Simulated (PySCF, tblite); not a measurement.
**C2H13NSi4: geometry, infrared bands and NMR shifts**

What infrared bands and NMR shifts should C2H13NSi4 (`C=N[SiH2][Si](C)([SiH3])[SiH3]`) show?

Computed with tblite 0.8.0 and PySCF 2.14.0, with density-fitted response routines of our own, on a single molecule in the gas phase. Atoms count from 0, in the outputs and in this text.

## Step 1: The molecule as given

20 atoms, charge 0, multiplicity 1; geometry from: force field or distance geometry start.

Bonds of the start (Å): C0–N1 1.30, N1–Si2 1.76, Si2–Si3 2.22, Si3–C4 1.86, Si3–Si5 2.24, Si3–Si6 2.24, C0–H7 1.10, C0–H8 1.09, Si2–H9 1.47, Si2–H10 1.50, C4–H11 1.13, C4–H12 1.12, C4–H13 1.11, Si5–H14 1.45, Si5–H15 1.49, Si5–H16 1.46, Si6–H17 1.49, Si6–H18 1.47, Si6–H19 1.47.

## Step 2: Relaxing the molecule with GFN2-xTB

Job settings and geometry (Å):

```
{"job": {"kind": "relax", "xc": "GFN2-xTB", "basis": "xTB"}, "charge": 0, "multiplicity": 1}
C      3.253800    -0.743900     0.325200
N      2.411300    -0.751200    -0.661100
Si     1.398900     0.683600    -0.834700
Si    -0.677700     0.244200    -0.194500
C     -1.780300     1.669900    -0.651000
Si    -0.683400     0.016800     2.033300
Si    -1.471200    -1.685700    -1.007200
H      3.345300     0.096200     1.023200
H      3.908400    -1.594900     0.499300
H      1.957900     1.777100    -0.027500
H      1.376700     1.046400    -2.285000
H     -2.539700     1.344700    -1.417400
H     -1.147900     2.481000    -1.084600
H     -2.327800     2.052400     0.232700
H      0.197400    -1.082600     2.390700
H     -2.059000    -0.413600     2.401500
H     -0.315600     1.278400     2.666800
H     -0.785600    -2.766200    -0.235800
H     -1.151400    -1.819000    -2.430900
H     -2.915300    -1.822900    -0.746100
```

Command:

```bash
> OMP_NUM_THREADS=1 python probes_run.py task.json out
```

One launch serves the whole session: the jobs run in the order shown.

**Question.** This job is followed by: GFN2-xTB harmonic vibrations, gas phase; GIAO PBE0/pcSseg-1 NMR shielding, non-relativistic, gas phase. What will the session give for the following? strongest single infrared mode (GFN2-xTB); zero-point energy (GFN2-xTB); 13C shifts against TMS (PBE0/pcSseg-1); 1H shifts against TMS (PBE0/pcSseg-1, means over atoms taken as alike); 15N shifts against NH3 (PBE0/pcSseg-1); 29Si shifts against TMS (PBE0/pcSseg-1, means over atoms taken as alike).

**Answer**, as computed:

```
                                                                quantity                             value
                               strongest single infrared mode (GFN2-xTB)             748 cm⁻¹, 1062 km/mol
                                            zero-point energy (GFN2-xTB)                     81.7 kcal/mol
                                  13C shifts against TMS (PBE0/pcSseg-1)                   170.4, -7.2 ppm
  1H shifts against TMS (PBE0/pcSseg-1, means over atoms taken as alike)  8.64, 8.49, 5.47, 3.54, 0.27 ppm
                                  15N shifts against NH3 (PBE0/pcSseg-1)                         417.1 ppm
29Si shifts against TMS (PBE0/pcSseg-1, means over atoms taken as alike)          -43.8, -93.6, -110.2 ppm
```

**Reading.** The optimisation took 132 steps and gained 0.848 eV; among the close pairs (by a distance rule), Si2–Si3 changed most, from 2.217 to 2.341 Å. All 54 modes are real, so the xTB geometry is a minimum. The strongest single mode, at 748 cm⁻¹, has its largest shares on H17, H19, H18 and H14 (the list is cut at 4 atoms). GFN2-xTB is a fitted tight-binding method: band positions and strengths are rough. Its intensities can rank the bands wrongly. At PBE0/pcSseg-1: The widest tensor belongs to N1: span 860 ppm, with a paramagnetic part of -483 ppm.
